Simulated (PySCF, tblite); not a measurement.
# C3H8BO2Si radical: geometry, infrared bands and EPR parameters

Wanted: the infrared bands and EPR parameters of C3H8BO2Si radical (`OB(O[SiH2])C1CC1`), by calculation.

Computed with tblite 0.8.0 and PySCF 2.14.0, with density-fitted response routines of our own, on a single molecule in the gas phase. Atoms count from 0, in the outputs and in this text.

## 1. The molecule as given

15 atoms, charge 0, multiplicity 2; geometry from: force field or distance geometry start.

Bonds of the start (Å): O0–B1 1.48, B1–O2 1.47, O2–Si3 1.70, B1–C4 1.59, C4–C5 1.52, C5–C6 1.52, C6–C4 1.50, O0–H7 0.99, Si3–H8 1.47, Si3–H9 1.46, C4–H10 1.12, C5–H11 1.10, C5–H12 1.11, C6–H13 1.11, C6–H14 1.10.

## 2. Relaxing the molecule with GFN2-xTB

Job settings and geometry (Å):

```
{"job": {"kind": "relax", "xc": "GFN2-xTB", "basis": "xTB"}, "charge": 0, "multiplicity": 2}
O      0.870200    -1.326500     0.598500
B      0.577600    -0.115600    -0.209300
O      1.605700     0.179800    -1.216400
Si     3.124600    -0.090600    -0.510800
C     -0.931200     0.033300    -0.675400
C     -2.007300    -0.281100     0.352800
C     -1.781500     1.142600    -0.135300
H      0.616200    -2.072500    -0.006000
H      3.409100     1.048400     0.370600
H      4.184300    -0.209100    -1.503500
H     -1.137900    -0.263900    -1.740300
H     -1.657400    -0.493500     1.378800
H     -2.872500    -0.852400    -0.053600
H     -2.589800     1.479700    -0.825400
H     -1.414300     1.829500     0.647800
```

On the command line:

```sh
OMP_NUM_THREADS=1 python probes_run.py task.json out
```

This one command runs all jobs of the session in turn.

**Question.** This job is followed by: GFN2-xTB harmonic vibrations, gas phase; UKS B3LYP, pcH-1 on B C H O Si, non-relativistic, mean-field spin-orbit, GIAO. What will the session give for the following? strongest single infrared mode (GFN2-xTB); zero-point energy (GFN2-xTB); g(iso) (B3LYP); ⟨S²⟩; largest a(iso) (averaged by class); potential on the surface of density 0.002 e/bohr³, 1st and 99th percentile.

As calculated:

| quantity | value |
| --- | --- |
| strongest single infrared mode (GFN2-xTB) | 1330 cm⁻¹, 382 km/mol |
| zero-point energy (GFN2-xTB) | 68.3 kcal/mol |
| g(iso) (B3LYP) | 2.00252 |
| ⟨S²⟩ | 0.751 (exact 0.75) |
| largest a(iso) (averaged by class) | 29Si on Si3, -549.0 MHz |
| potential on the surface of density 0.002 e/bohr³, 1st and 99th percentile | -1.24 V and 2.12 V |

**Reading.** The optimisation took 140 steps and gained 1.867 eV; among the close pairs (by a distance rule), B1–O2 changed most, from 1.469 to 1.335 Å. All 39 modes are real, so the xTB geometry is a minimum. The strongest single mode, at 1330 cm⁻¹, is spread over many atoms; the largest shares are those of B1, O2. Unscaled tight-binding wavenumbers are off by several per cent, some by more. Its intensities can rank the bands wrongly. Most of the unpaired spin sits on Si3 (0.90 e). The isotropic g lies 0.2 ppt above the free-electron value. These values are for one conformer; the search (at its own cheap level) found 2 more, at 0.02, 0.88 kcal/mol (those within 0.05 may be mirror or relabelled copies), and measured spectra average over such forms.
